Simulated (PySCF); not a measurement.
# [Tl(SH)2]+: forces at shaken geometries

Aim: move all atoms of relaxed [Tl(SH)2]+ at random and read energies and forces. It is a constructed species; whether it can be made isn't addressed.

Computed with PySCF 2.14.0. Level: PBE, Tl def2-SVP with ECP60, S def2-SVP, H def2-SVP; scalar-relativistic core potentials, no spin–orbit coupling.

3 further runs of the same task are left out: 2 for a known fault of the program, 1 that didn't finish.

## 1. Where the work starts

5 atoms, charge 1, spin multiplicity 1.

Bond lengths: Tl1–S2 2.415 Å, Tl1–S4 2.415 Å, S2–H3 1.371 Å, S4–H5 1.371 Å. Angles: S2–Tl1–S4 177.0°, Tl1–S2–H3 91.6°, Tl1–S4–H5 91.6°.

As a file:

```
Tl   -0.24463    0.00000    0.00000
S    -0.30787    0.07752    2.41333
H     0.67170    1.03667    2.44640
S    -0.30787   -0.07752   -2.41333
H     0.67170   -1.03667   -2.44640
```

Formal oxidation states: Tl +3. An earlier session relaxed this geometry at PBE, Tl def2-SVP with ECP60, S def2-SVP, H def2-SVP (singlet, point group C1).

Its energy there is -969.297901 Eh.

## 2. Atoms moved at random, σ = 0.06 Å

Contents of run.py (the lines that set the calculation):

```python
mol = gto.M(atom='''
Tl    -0.22025    -0.06850    -0.01416
S     -0.28947     0.05977     2.46910
H      0.62584     1.02982     2.41858
S     -0.23472    -0.00905    -2.38247
H      0.60162    -1.01204    -2.49105''',
    basis={'Tl': 'def2-SVP', 'S': 'def2-SVP', 'H': 'def2-SVP'},
    ecp={'Tl': 'def2-SVP'},
    charge=1, spin=0)
mf = dft.RKS(mol, xc='PBE')
mf.grids.atom_grid = (50, 194)
mf = mf.density_fit()  # fitting sets: Tl def2-universal-JKFIT, S def2-universal-JKFIT, H def2-universal-JKFIT
mf.conv_tol = 1e-08; mf.max_cycle = 55
mf.kernel(dm0)  # dm0: the density of the relaxed state
```

The run is started by

```
$ OMP_NUM_THREADS=2 python run.py
```

## 3. Atoms moved at random, σ = 0.1 Å

Contents of run.py (the lines that set the calculation):

```python
mol = gto.M(atom='''
Tl    -0.29346    -0.01458    -0.01205
S     -0.45686    -0.02617     2.43484
H      0.66604     1.17451     2.41205
S     -0.21622    -0.13709    -2.29966
H      0.78352    -0.99667    -2.53518''',
    basis={'Tl': 'def2-SVP', 'S': 'def2-SVP', 'H': 'def2-SVP'},
    ecp={'Tl': 'def2-SVP'},
    charge=1, spin=0)
mf = dft.RKS(mol, xc='PBE')
mf.grids.atom_grid = (50, 194)
mf = mf.density_fit()  # fitting sets: Tl def2-universal-JKFIT, S def2-universal-JKFIT, H def2-universal-JKFIT
mf.conv_tol = 1e-08; mf.max_cycle = 55
mf.kernel(dm0)  # dm0: the density of the relaxed state
```

## 4. Atoms moved at random, σ = 0.15 Å

Contents of run.py (the lines that set the calculation):

```python
mol = gto.M(atom='''
Tl    -0.36203    -0.09998     0.11359
S     -0.42758     0.00433     2.30512
H      0.77770     1.42869     2.38250
S     -0.15503    -0.21855    -2.39166
H      0.64996    -1.11449    -2.40955''',
    basis={'Tl': 'def2-SVP', 'S': 'def2-SVP', 'H': 'def2-SVP'},
    ecp={'Tl': 'def2-SVP'},
    charge=1, spin=0)
mf = dft.RKS(mol, xc='PBE')
mf.grids.atom_grid = (50, 194)
mf = mf.density_fit()  # fitting sets: Tl def2-universal-JKFIT, S def2-universal-JKFIT, H def2-universal-JKFIT
mf.conv_tol = 1e-08; mf.max_cycle = 55
mf.kernel(dm0)  # dm0: the density of the relaxed state
```

What does the calculation give? Wanted: for each run, σ; energy rise; harmonic estimate −½ F·u; largest force component.

The runs gave:

| σ (Å) | energy rise (eV) | harmonic estimate −½ F·u (eV) | largest force component (eV/Å) |
| --- | --- | --- | --- |
| 0.06 | 0.116 | 0.108 | 1.37 |
| 0.1 | 0.776 | 0.661 | 2.57 |
| 0.15 | 2.260 | 1.925 | 5.02 |

Every displacement raises the energy. For a harmonic well the rise equals −½ F·u; the two differ by at most 15 % here (a move with σ = 0.15 Å), from anharmonicity, the grid and the small forces left at the relaxed point. The bases are small and lack diffuse functions. Spin–orbit coupling is left out.
